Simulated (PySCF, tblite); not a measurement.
# C₆H₈F₃PS: geometry, infrared bands and NMR shifts

What infrared bands and NMR shifts should C₆H₈F₃PS (`C[P@]1(=S)CC=C(C(F)(F)F)C1`) show?

Programs: tblite 0.8.0 and PySCF 2.14.0, with density-fitted response routines of our own. Each step states its level of theory. These are calculated values for one molecule in the gas phase, unless marked as measured. Atoms are numbered from 0 throughout.

### Step 1. The molecule as given

19 atoms, charge 0, multiplicity 1; geometry from: force field or distance geometry start.

Bonds of the start (Å): C0–P1 1.80, P1–S2 1.92, P1–C3 1.81, C3–C4 1.50, C4–C5 1.35, C5–C6 1.50, C6–F7 1.36, C6–F8 1.35, C6–F9 1.34, C5–C10 1.50, C10–P1 1.81, C0–H11 1.10, C0–H12 1.09, C0–H13 1.10, C3–H14 1.08, C3–H15 1.11, C4–H16 1.08, C10–H17 1.09, C10–H18 1.09.

### Step 2. Geometry optimisation with GFN2-xTB

Job settings and geometry (Å):

```
{"job": {"kind": "relax", "xc": "GFN2-xTB", "basis": "xTB"}, "charge": 0, "multiplicity": 1}
C     -2.211500     0.371300     0.846700
P     -1.325900     0.130700    -0.699100
S     -2.299900     0.494900    -2.316000
C     -0.623900    -1.527100    -0.514300
C      0.745800    -1.275300     0.047400
C      1.165500     0.003000     0.078600
C      2.498200     0.487700     0.567600
F      3.300200    -0.523400     0.995700
F      2.355300     1.331800     1.617500
F      3.167400     1.150200    -0.391000
C      0.215400     1.045400    -0.431000
H     -3.104200    -0.277300     0.884900
H     -1.597100     0.146300     1.723300
H     -2.547600     1.412400     0.929400
H     -0.552500    -2.043000    -1.464900
H     -1.219200    -2.138900     0.196800
H      1.367600    -2.099400     0.374200
H      0.067100     1.846200     0.296300
H      0.589500     1.473900    -1.361400
```

Run with:

```console
$ OMP_NUM_THREADS=1 python probes_run.py task.json out
```

The driver reads the jobs from task.json and runs them one after another.

**Question.** This job is followed by: GFN2-xTB harmonic vibrations, gas phase; GIAO PBE0/pcSseg-1 NMR shielding, non-relativistic, gas phase. Predict these results of the whole session: strongest single infrared mode (GFN2-xTB); zero-point energy (GFN2-xTB); ¹³C shifts against TMS (PBE0/pcSseg-1); ¹H shifts against TMS (PBE0/pcSseg-1, means over atoms taken as alike); ³¹P shifts against H3PO4 (PBE0/pcSseg-1); ³³S shifts against CS2 (PBE0/pcSseg-1); ¹⁹F shifts against CFCl3 (PBE0/pcSseg-1, means over atoms taken as alike); surface potential, 1st and 99th percentile.

**Answer**, as computed:

| quantity | value |
| --- | --- |
| strongest single infrared mode (GFN2-xTB) | 1030 cm⁻¹, 207 km/mol |
| zero-point energy (GFN2-xTB) | 80.6 kcal/mol |
| ¹³C shifts against TMS (PBE0/pcSseg-1) | 139.4, 139.3, 131.3, 45.4, 42.0, 22.8 ppm |
| ¹H shifts against TMS (PBE0/pcSseg-1, means over atoms taken as alike) | 6.58, 2.89, 2.84, 2.65, 2.64, 1.61 ppm |
| ³¹P shifts against H3PO4 (PBE0/pcSseg-1) | 51.4 ppm |
| ³³S shifts against CS2 (PBE0/pcSseg-1) | -211 ppm |
| ¹⁹F shifts against CFCl3 (PBE0/pcSseg-1, means over atoms taken as alike) | -86.2 ppm |
| surface potential, 1st and 99th percentile | -1.17 V and 1.38 V |

What this shows: The optimisation took 82 steps and gained 0.143 eV; among the close pairs (by a distance rule), P1–C3 changed most, from 1.810 to 1.864 Å. All 51 modes are real, so the xTB geometry is a minimum. The strongest single mode, at 1030 cm⁻¹, moves mainly C6. GFN2-xTB is a fitted tight-binding method: band positions and strengths are rough. Its intensities can rank the bands wrongly. The most deshielded hydrogen is H16 (hydrogen on an alkene CH), at 6.58 ppm: a vinylic proton, deshielded by the sp2 carbon and the C=C anisotropy. At PBE0/pcSseg-1: The largest span, 290 ppm, is at P1, where the paramagnetic term is -695 ppm. By nearest atom (PBE0/pcSseg-1), the HOMO sits on S2 81 % and the LUMO on C4, C5 about 30 % each; H16 8 %.
